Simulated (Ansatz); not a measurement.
# ClGaHN: the cost of one run

Program: Ansatz 0.2.0, Gaussian basis. Level of theory: cc-pVDZ, all electrons in the functionals, frozen cores in the correlation of double hybrids and RPA. These are calculated values, not measurements.

Plan: wB97M-V, B2PLYP, PBE-QIDH, RPA-PBE, at charge 0, triplet; charge 0, singlet; charge 0, quintet; charge 1, doublet; charge 1, quartet; displaced geometry v1; displaced geometry v2 (not every functional at every point).

24 further runs of the same task are left out: 6 for a known fault of the program, 4 that didn't finish, 14 set aside as unsound or not needed. Runs told in other sessions of the task aren't counted.

## 1. What is computed

The geometry is a PBE0/def2-TZVP stationary point (not a proven minimum). No spin-orbit coupling is included. The filled d shell of Ga may be among the frozen orbitals whatever the setting's name suggests.

4 atoms, charge 0, spin multiplicity 3.

Atoms are counted from 1 here; the program's logs count them from 0.

Bond lengths: Cl1–Ga3 2.172 Å, N2–Ga3 1.943 Å, N2–H4 1.029 Å. Angles: Ga3–N2–H4 109.6°, Cl1–Ga3–N2 113.6°.

No dispersion term is added; wB97M-V holds VV10 nonlocal correlation.

The geometry shown and the zero of energy belong to the point charge 0, triplet. The yardstick, UCCSDT(Q), and other wave-function levels (R restricted, U unrestricted, valence and pair active spaces) come from earlier runs.

## 2. wB97M-V, charge 0, triplet

Input file in.yaml:

```yaml
crystal:
  periodic: [false, false, false]
  atoms:
    - {symbol: Cl, position_ang: [0.000000, 0.334515, 1.618034]}
    - {symbol: N, position_ang: [0.000000, 1.033293, -1.756376]}
    - {symbol: Ga, position_ang: [0.000000, -0.386699, -0.430861]}
    - {symbol: H, position_ang: [0.000000, 0.624237, -2.700788]}
basis:
  gaussian: {orbitals: cc-pVDZ}
magnetization: {spin_polarized: true, initial_magnetization: 2}
hamiltonian: {xc: {name: wB97M-V}}
output: {forces: true, orbitals: {seedname: orbitals}}
```

The run is started by

```console
$ ansatz run in.yaml --threads 1 --pin off --events-out ev --progress --plain --max-ram 2393MiB
```

Q: Estimate wall time and peak memory on 1 thread of Arm Neoverse V2, shared host.

About 15 s, with a peak of 0.29 GiB.
